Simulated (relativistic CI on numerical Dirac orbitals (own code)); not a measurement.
# Cu²⁺: L2,3 absorption multiplets

Wanted: the shape of the L2,3 absorption spectrum of Cu²⁺.

Program: relativistic CI on numerical Dirac orbitals (own code) version 4. Level of theory: Dirac-Coulomb-Breit CI, KLI orbitals optimised for each configuration, model QED (radiative potential, 1s self-energy scaled to tabulated hydrogen-like ionisation energies), valence Slater integrals scaled by 0.8, multiplet model of core-to-valence dipole absorption in a parametric crystal field. These are calculated values, not measurements, unless marked.

**1. Starting point**

* ion: Cu²⁺ (Cu III)
* nuclear charge: 29
* electrons: 27
* configurations: [Ar] 3d9 → [He] 2s2 2p5 3s2 3p6 3d10
* magnetising field for the dichroism, Lz and Sz: exchange field 10 meV on Sz; these come from the lowest magnetised state alone (0 K)
* temperature of the isotropic spectrum: 300 K
* widths: Lorentz 0.4 eV, Gauss 0.3 eV
* surrounding 1: Oh, 10Dq = 13350 cm⁻¹

**2. Surrounding 1: Oh, 10Dq = 13350**

Settings, as recorded:

```ini
atom Cu  Z=29  charge=2  electrons=27
nucleus A=63  rms_radius_fm=3.8823
hamiltonian dirac-coulomb  breit=on  qed=on  c_scale=1
orbitals kli  potential=per-configuration
slater_scale 0.8
correlation none
mixing on
configurations
  [Ar] 3d9
  [He] 2s2 2p5 3s2 3p6 3d10
end
absorption L2,3 T=300 lorentz=0.4 gauss=0.3
crystal_field Oh 10Dq=13350
```

On the command line:

```bash
$ python run_levels.py task.json out
```

task.json lists these runs, among others, and the program works through them in turn.

**Question.** What will these runs give? Wanted: highest peak, first run; ground spin; share of the lower edge; core spin-orbit splitting.

The runs gave:

| surrounding | ground S | Lz (0 K) | Sz (0 K) | centroid (eV) | share of the lower edge | up to four highest peaks (% of the highest), eV |
| --- | --- | --- | --- | --- | --- | --- |
| 1: Oh | 0.50 | -0.23 | -0.50 | 937.51 | 0.732 | 932.1 (100), 952.2 (36) |

```
                                 quantity     value
                  highest peak, first run  932.1 eV
      ground spin (effective S from ⟨S²⟩)      0.50
                  share of the lower edge     0.732
core spin-orbit splitting (without Breit)  21.15 eV
```

**Reading.** The lower edge takes 0.73 of the intensity in surrounding 1, above the statistical 0.67. Edge positions are free-ion values and differ from those in solids by a few eV or more.
